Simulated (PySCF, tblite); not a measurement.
# C8H12BN: geometry, infrared bands and NMR shifts

Aim: predict the infrared bands and NMR shifts of C8H12BN (`C=C([BH2-][N+]#CC)CC#CC`).

Computed with tblite 0.8.0 and PySCF 2.14.0, with density-fitted response routines of our own, on a single molecule in the gas phase. Atoms are numbered from 0 throughout.

### 1 The starting structure

22 atoms, charge 0, multiplicity 1; geometry from: force field or distance geometry start.

Bonds of the start (Å): C0–C1 1.34, C1–B2 1.56, B2–N3 1.51, N3–C4 1.17, C4–C5 1.47, C1–C6 1.48, C6–C7 1.48, C7–C8 1.21, C8–C9 1.45, C0–H10 1.12, C0–H11 1.08, B2–H12 1.18, B2–H13 1.20, C5–H14 1.12, C5–H15 1.08, C5–H16 1.12, C6–H17 1.12, C6–H18 1.14, C9–H19 1.10, C9–H20 1.10, C9–H21 1.13.

### 2 Relaxing the molecule with GFN2-xTB

What the job is given:

```
{"job": {"kind": "relax", "xc": "GFN2-xTB", "basis": "xTB"}, "charge": 0, "multiplicity": 1}
C     -0.748100    -1.011900     1.568300
C      0.076000    -1.121100     0.517900
B     -0.542800    -0.868400    -0.886300
N     -1.852900    -0.142000    -0.710500
C     -2.865900     0.413000    -0.529300
C     -4.141300     1.116000    -0.316700
C      1.497800    -1.474800     0.741800
C      2.332600    -0.368500     0.214200
C      3.017200     0.527200    -0.231500
C      3.842300     1.603100    -0.759000
H     -1.812900    -0.745600     1.364700
H     -0.395700    -1.177600     2.579800
H      0.115400    -0.157000    -1.562100
H     -0.734600    -1.947900    -1.381500
H     -4.200200     1.514200     0.733600
H     -4.258100     1.965400    -0.977300
H     -4.941900     0.343800    -0.456700
H      1.803900    -2.435500     0.259000
H      1.625900    -1.542800     1.868800
H      3.357500     1.972700    -1.673200
H      4.010700     2.417500    -0.043900
H      4.804700     1.139500    -1.122500
```

Command:

```
$ OMP_NUM_THREADS=1 python probes_run.py task.json out
```

This one command runs all jobs of the session in turn.

**Question.** This job is followed by: GFN2-xTB harmonic vibrations, gas phase; GIAO PBE0/pcSseg-1 NMR shielding, non-relativistic, gas phase. Predict these results of the whole session: strongest single infrared mode (GFN2-xTB); zero-point energy (GFN2-xTB); ¹³C shifts against TMS (PBE0/pcSseg-1); ¹H shifts against TMS (PBE0/pcSseg-1, means over atoms taken as alike); ¹¹B shifts against BF3·OEt2 (PBE0/pcSseg-1); ¹⁵N shifts against NH3 (PBE0/pcSseg-1).

As calculated:

| quantity | value |
| --- | --- |
| strongest single infrared mode (GFN2-xTB) | 2403 cm⁻¹, 178 km/mol |
| zero-point energy (GFN2-xTB) | 108.6 kcal/mol |
| ¹³C shifts against TMS (PBE0/pcSseg-1) | 168.6, 117.7, 111.8, 87.5, 80.7, 33.4, 5.1, 2.1 ppm |
| ¹H shifts against TMS (PBE0/pcSseg-1, means over atoms taken as alike) | 5.26, 4.65, 2.95, 2.59, 2.52, 1.90 ppm |
| ¹¹B shifts against BF3·OEt2 (PBE0/pcSseg-1) | -34.2 ppm |
| ¹⁵N shifts against NH3 (PBE0/pcSseg-1) | 233.3 ppm |

What this shows: Relaxing lowered the energy by 0.588 eV in 98 steps; the close pair that moved most is C1–B2, from 1.555 to 1.617 Å. The lowest mode is slightly imaginary (16i cm⁻¹), a soft motion within the noise of the Hessian, so the minimum is not strictly shown. The strongest single mode, at 2403 cm⁻¹, moves mainly H13. Unscaled tight-binding wavenumbers are off by several per cent, some by more. Its intensities can rank the bands wrongly. At PBE0/pcSseg-1: Shielding is most anisotropic at N3 (span 449 ppm, paramagnetic term -298 ppm).
